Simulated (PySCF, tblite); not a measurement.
# C4H11GeN2P: geometry, infrared bands and NMR shifts

Wanted: the infrared bands and NMR shifts of C4H11GeN2P (`N#CCCC[NH][GeH2][PH2]`), by calculation.

Programs: tblite 0.8.0 and PySCF 2.14.0, with density-fitted response routines of our own. Each step states its level of theory. These are calculated values for one molecule in the gas phase, unless marked as measured. Atoms are numbered from 0 throughout.

## 1. The starting structure

19 atoms, charge 0, multiplicity 1; geometry from: force field or distance geometry start.

Bonds of the start (Å): N0–C1 1.13, C1–C2 1.50, C2–C3 1.50, C3–C4 1.51, C4–N5 1.43, N5–Ge6 1.87, Ge6–P7 2.28, C2–H8 1.09, C2–H9 1.12, C3–H10 1.13, C3–H11 1.12, C4–H12 1.11, C4–H13 1.10, N5–H14 1.06, Ge6–H15 1.58, Ge6–H16 1.54, P7–H17 1.45, P7–H18 1.45.

## 2. Geometry optimisation with GFN2-xTB

Job settings and geometry (Å):

```
{"job": {"kind": "relax", "xc": "GFN2-xTB", "basis": "xTB"}, "charge": 0, "multiplicity": 1}
N     -4.799300    -0.469700    -0.625100
C     -3.761100    -0.202500    -0.253300
C     -2.394400     0.137500     0.269400
C     -1.394000    -0.806300    -0.335700
C      0.026200    -0.581400     0.118800
N      0.413000     0.736900    -0.278100
Ge     2.175600     1.152800     0.177900
P      3.438400    -0.677900     0.690400
H     -2.421400     0.153500     1.358900
H     -2.201400     1.154600    -0.151600
H     -1.707000    -1.875700    -0.175100
H     -1.426600    -0.611100    -1.434400
H      0.637700    -1.342500    -0.406000
H      0.187600    -0.773900     1.186200
H     -0.230900     1.425100     0.199800
H      2.070400     2.113900     1.428500
H      2.842800     1.858100    -1.014300
H      3.971400    -1.171700    -0.566600
H      4.563000    -0.210500     1.482500
```

Launch:

```bash
> OMP_NUM_THREADS=1 python probes_run.py task.json out
```

This one command runs all jobs of the session in turn.

**Question.** This job is followed by: GFN2-xTB harmonic vibrations, gas phase; GIAO PBE0/pcSseg-1 NMR shielding, non-relativistic, gas phase. What will the session give for the following? strongest single infrared mode (GFN2-xTB); zero-point energy (GFN2-xTB); ¹³C shifts against TMS (PBE0/pcSseg-1); ¹H shifts against TMS (PBE0/pcSseg-1, means over atoms taken as alike); ¹⁵N shifts against NH3 (PBE0/pcSseg-1); ⁷³Ge shifts against GeMe4 (PBE0/pcSseg-1); ³¹P shifts against H3PO4 (PBE0/pcSseg-1).

The runs gave:

```
                                                              quantity                                    value
                             strongest single infrared mode (GFN2-xTB)                    1879 cm⁻¹, 468 km/mol
                                          zero-point energy (GFN2-xTB)                            86.8 kcal/mol
                                ¹³C shifts against TMS (PBE0/pcSseg-1)              124.5, 47.5, 38.3, 14.5 ppm
¹H shifts against TMS (PBE0/pcSseg-1, means over atoms taken as alike)  5.35, 3.01, 2.08, 1.58, 1.18, -0.34 ppm
                                ¹⁵N shifts against NH3 (PBE0/pcSseg-1)                          297.7, 21.0 ppm
                             ⁷³Ge shifts against GeMe4 (PBE0/pcSseg-1)                                  -59 ppm
                              ³¹P shifts against H3PO4 (PBE0/pcSseg-1)                               -316.8 ppm
```

**Reading.** Over 183 steps the energy fell by 0.971 eV; of the close pairs, P7–H18 changed most, 1.453 to 1.387 Å. All 51 modes are real, so the xTB geometry is a minimum. The strongest single mode, at 1879 cm⁻¹, moves mainly H16. GFN2-xTB is a fitted tight-binding method: band positions and strengths are rough. Its intensities can rank the bands wrongly. The most deshielded carbon is C1 (nitrile carbon), at 124.5 ppm: C≡N carbons fall here, among the sp2 signals but without a proton. At PBE0/pcSseg-1: The widest tensor belongs to N0: span 500 ppm, with a paramagnetic part of -369 ppm. Spin-orbit coupling is left out, which matters for shieldings and couplings at and beside the heavy atoms.
